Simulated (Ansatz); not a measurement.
This script makes a scan of the energy under strain of Mg3ZnC, space group Pm-3m with the Python package of Ansatz (0.2.0).

`mg3znc.py`:
```python
"""A uniaxial strain scan of Mg3ZnC."""

import ansatz
import numpy as np
from tabulate import tabulate

XC = "pbe"
TOLERANCE = 1e-10
FILLING = "methfessel_paxton"
KGRID = (8, 8, 8)

VECTORS = np.array([
    [4.40693, 0.0, 0.0],
    [0.0, 4.40693, 0.0],
    [0.0, 0.0, 4.40693],
])
SITES = [
    ("Mg", (0.0, 0.5, 0.5)),
    ("Mg", (0.5, 0.5, 0.0)),
    ("Mg", (0.5, 0.0, 0.5)),
    ("Zn", (0.0, 0.0, 0.0)),
    ("C", (0.5, 0.5, 0.5)),
]


def make_crystal(cell):
    crystal = ansatz.Crystal(lattice=ansatz.Lattice.of(cell))
    for symbol, position in SITES:
        crystal = crystal.atom(symbol, position)
    return crystal

# clamped ions: the fractional positions stay as typed
values = np.linspace(-0.05, 0.05, 5)
energies = []
for d in values:
    strain = np.diag([0, 0, d])
    cell = VECTORS @ (np.eye(3) + strain)
    base = (
        make_crystal(cell).calculation()
        .basis(35 * ansatz.Ry)
        .functional(XC)
        .scf(tolerance=TOLERANCE)
        .pseudopotentials("paw")
        .occupations(FILLING)
        .kpoints(*KGRID)
        .stress()
    )
    r = base.run(threads=1).report
    energies.append(r["free_energy_ev"] / len(SITES))
    s = r["stress_gpa"]
    print(f"d = {d:+.4f}  stress xx yy zz xy (GPa, compression positive): {s[0][0]:8.3f} {s[1][1]:8.3f} {s[2][2]:8.3f} {s[0][1]:8.3f}")
energies = np.array(energies)

print(tabulate(zip(values, 1000 * (energies - energies.min())), headers=["strain", "dE (meV/atom)"], floatfmt=".3f"))
curvature = 2 * np.polyfit(values, energies, 3)[1]
volume = abs(np.linalg.det(VECTORS)) / len(SITES)
print(f"d2E/dd2 over the volume: {curvature / volume * 160.21766:.1f} GPa")
```

How much energy does this uniaxial strain cost, and what curvature follows?

Against the unstrained cell the energy per atom changes by +16.78 meV at one end of the scan and +14.20 meV at the other, and its second derivative over the volume is 116.6 GPa.

The run itself:

Output of `python mg3znc.py`:
```text
d = -0.0500  stress xx yy zz xy (GPa, compression positive):    1.630    1.630    7.274    0.000
d = -0.0250  stress xx yy zz xy (GPa, compression positive):    0.677    0.677    2.956    0.000
d = +0.0000  stress xx yy zz xy (GPa, compression positive):   -0.240   -0.240   -0.240    0.000
d = +0.0250  stress xx yy zz xy (GPa, compression positive):   -1.048   -1.048   -2.731    0.000
d = +0.0500  stress xx yy zz xy (GPa, compression positive):   -1.700   -1.700   -4.786    0.000
  strain    dE (meV/atom)
--------  ---------------
  -0.050           16.780
  -0.025            3.408
   0.000            0.000
   0.025            4.065
   0.050           14.203
d2E/dd2 over the volume: 116.6 GPa
```

Reading the output:
- The curvature belongs to this strain pattern and to the cell's stress; it equals a single elastic constant only for simple patterns.
- In a metal a curvature from energy changes of a few meV or less hangs on mesh and smearing, in size and even in sign.
- The structure comes from a database of computed cells and needn't be a stable or known phase.
- The ions keep their fractional positions (clamped ions).
- The whole script took 36 s on 1 thread of Intel(R) Xeon(R) Processor @ 2.30GHz (shared host), peak memory 0.65 GiB.
